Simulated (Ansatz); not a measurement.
**F₄H₂O₂W: basis-set convergence**

Aim: see how fast density functionals converge with the basis set for F₄H₂O₂W.

Computed with Ansatz 0.2.0, Gaussian basis. Level: one geometry, several basis sets.

Levels to be run: PBE0-D4/def2-SVP; ωB97M-V/def2-SVP; PBE0-D4/def2-QZVPP; ωB97M-V/def2-QZVPP; the functionals' def2-TZVPP values are taken from earlier runs.

## (1) The geometry

An earlier PBE0-D4 in a triple-zeta def2 set relaxation fixed the geometry. W takes the def2 core potential; no spin-orbit term is included.

9 atoms, charge 0, spin multiplicity 1.

Atoms are counted from 1 here; the program's logs count them from 0.

Bond lengths: O1–W2 1.841 Å, O1–H8 0.958 Å, W2–O3 1.841 Å, W2–F4 1.861 Å, W2–F5 1.861 Å, W2–F6 1.857 Å, W2–F7 1.857 Å, O3–H9 0.958 Å. Angles: W2–O1–H8 141.4°, O1–W2–O3 94.8°, O1–W2–F4 90.1°, O1–W2–F5 175.0°, O1–W2–F6 92.1°, O1–W2–F7 92.1°, O3–W2–F4 175.1°, O3–W2–F5 90.2°, O3–W2–F6 92.1°, O3–W2–F7 92.1°, F4–W2–F5 84.9°, F4–W2–F6 87.7°, F4–W2–F7 87.7°, F5–W2–F6 87.7°, F5–W2–F7 87.7°, F6–W2–F7 173.8°, W2–O3–H9 141.8°.

## (2) PBE0-D4 in def2-SVP

Contents of in.yaml:

```yaml
crystal:
  periodic: [false, false, false]
  atoms:
    - {symbol: O, position_ang: [-0.840661, -1.459543, 0.089669]}
    - {symbol: W, position_ang: [-0.039114, 0.179597, -0.157302]}
    - {symbol: O, position_ang: [1.167394, -0.029752, 1.217212]}
    - {symbol: F, position_ang: [-1.193469, 0.535029, -1.573404]}
    - {symbol: F, position_ang: [0.667007, 1.860877, -0.529891]}
    - {symbol: F, position_ang: [-1.263501, 1.022187, 0.955627]}
    - {symbol: F, position_ang: [1.153167, -0.514671, -1.399941]}
    - {symbol: H, position_ang: [-1.537458, -2.013474, -0.264442]}
    - {symbol: H, position_ang: [1.886644, 0.419760, 1.662482]}
basis:
  gaussian: {orbitals: def2-SVP}
hamiltonian: {xc: pbe0, dispersion: d4}
output: {orbitals: {seedname: orbitals}}
```

Started as:

```
ansatz run in.yaml --threads 4 --pin off --events-out ev --progress --plain --max-ram 11315MiB
```

After this run come: ωB97M-V in def2-SVP; PBE0-D4 in def2-QZVPP; ωB97M-V in def2-QZVPP.

Before running them: what should the planned runs give, taken together? Wanted: PBE0-D4: double and triple zeta above quadruple; ωB97M-V: double and triple zeta above quadruple.

**Answer**, as computed:

```
                                       quantity           value
PBE0-D4: double and triple zeta above quadruple  20.15, 0.82 eV
ωB97M-V: double and triple zeta above quadruple  20.53, 0.77 eV
```

In words: For PBE0-D4 the step from double to triple zeta gains 19.33 eV and the next only 0.82 eV. Total energies overstate the basis error of differences, where much of it tends to cancel.
